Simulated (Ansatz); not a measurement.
# C₂H₇BFNO: small, medium and large basis sets

The task here is to estimate one member of a computed series from the others.

Method: one geometry, several basis sets; program: Ansatz 0.2.0, Gaussian basis.

The runs, in order: PBE0-D4/def2-SVP; ωB97M-V/def2-SVP; PBE0-D4/def2-QZVPP; ωB97M-V/def2-QZVPP; the functionals' def2-TZVPP values are taken from earlier runs.

### The relaxed structure

The geometry comes from an earlier relaxation with PBE0-D4 in a triple-zeta def2 set; it is a stationary point, not always the lowest conformer.

13 atoms, charge 0, spin multiplicity 1.

Atoms are counted from 1 here; the program's logs count them from 0.

Bond lengths: C1–N2 1.444 Å, C1–H7 1.088 Å, C1–H8 1.097 Å, C1–H9 1.097 Å, N2–C3 1.438 Å, N2–B4 1.409 Å, C3–H10 1.097 Å, C3–H11 1.097 Å, C3–H12 1.091 Å, B4–O5 1.365 Å, B4–F6 1.340 Å, O5–H13 0.957 Å. Angles: N2–C1–H7 110.2°, N2–C1–H8 111.0°, N2–C1–H9 111.0°, H7–C1–H8 108.5°, H7–C1–H9 108.5°, H8–C1–H9 107.6°, C1–N2–C3 113.4°, C1–N2–B4 122.0°, C3–N2–B4 124.6°, N2–C3–H10 111.3°, N2–C3–H11 111.3°, N2–C3–H12 111.8°, H10–C3–H11 107.6°, H10–C3–H12 107.3°, H11–C3–H12 107.3°, N2–B4–O5 126.3°, N2–B4–F6 118.7°, O5–B4–F6 115.1° and more.

The first run:

Input file in.yaml:

```yaml
crystal:
  periodic: [false, false, false]
  atoms:
    - {symbol: C, position_ang: [-0.406931, -1.230668, 0.851415]}
    - {symbol: N, position_ang: [-0.097846, -0.058376, 0.067405]}
    - {symbol: C, position_ang: [1.259900, -0.028920, -0.404864]}
    - {symbol: B, position_ang: [-1.057217, 0.940471, -0.191808]}
    - {symbol: O, position_ang: [-0.861426, 2.078494, -0.919456]}
    - {symbol: F, position_ang: [-2.291597, 0.791424, 0.308681]}
    - {symbol: H, position_ang: [-1.443139, -1.199855, 1.181056]}
    - {symbol: H, position_ang: [0.237683, -1.292310, 1.736895]}
    - {symbol: H, position_ang: [-0.255655, -2.146010, 0.266017]}
    - {symbol: H, position_ang: [1.971896, -0.044087, 0.429774]}
    - {symbol: H, position_ang: [1.478568, -0.894404, -1.042820]}
    - {symbol: H, position_ang: [1.465734, 0.867915, -0.991421]}
    - {symbol: H, position_ang: [0.020528, 2.181526, -1.276076]}
basis:
  gaussian: {orbitals: def2-SVP}
hamiltonian: {xc: pbe0, dispersion: d4}
output: {orbitals: {seedname: orbitals}}
```

Started as:

```bash
ansatz run in.yaml --threads 2 --pin off --events-out ev --progress --plain --max-ram 32768MiB --backend cpu
```

Steps of the session up to this table: PBE0-D4 in def2-SVP; ωB97M-V in def2-SVP; PBE0-D4 in def2-QZVPP; ωB97M-V in def2-QZVPP.

One of the session's tables, all rows but one given; the rest of the session is left out.

It belongs to the step «Density functionals: the series». 

```
functional       basis  HOMO (eV)  LUMO (eV)
   PBE0-D4    def2-SVP      -6.88       1.17
   PBE0-D4  def2-TZVPP      -7.01       0.51
   PBE0-D4  def2-QZVPP      -7.04       0.19
   ωB97M-V    def2-SVP      -9.18       2.86
   ωB97M-V  def2-TZVPP      -9.32       1.92
   ωB97M-V  def2-QZVPP          ?          ?
```

Q: Estimate the row for ωB97M-V, def2-QZVPP from the others.

The run gave: HOMO (eV): -9.35; LUMO (eV): 1.39. In the column «HOMO (eV)» it is the lowest.
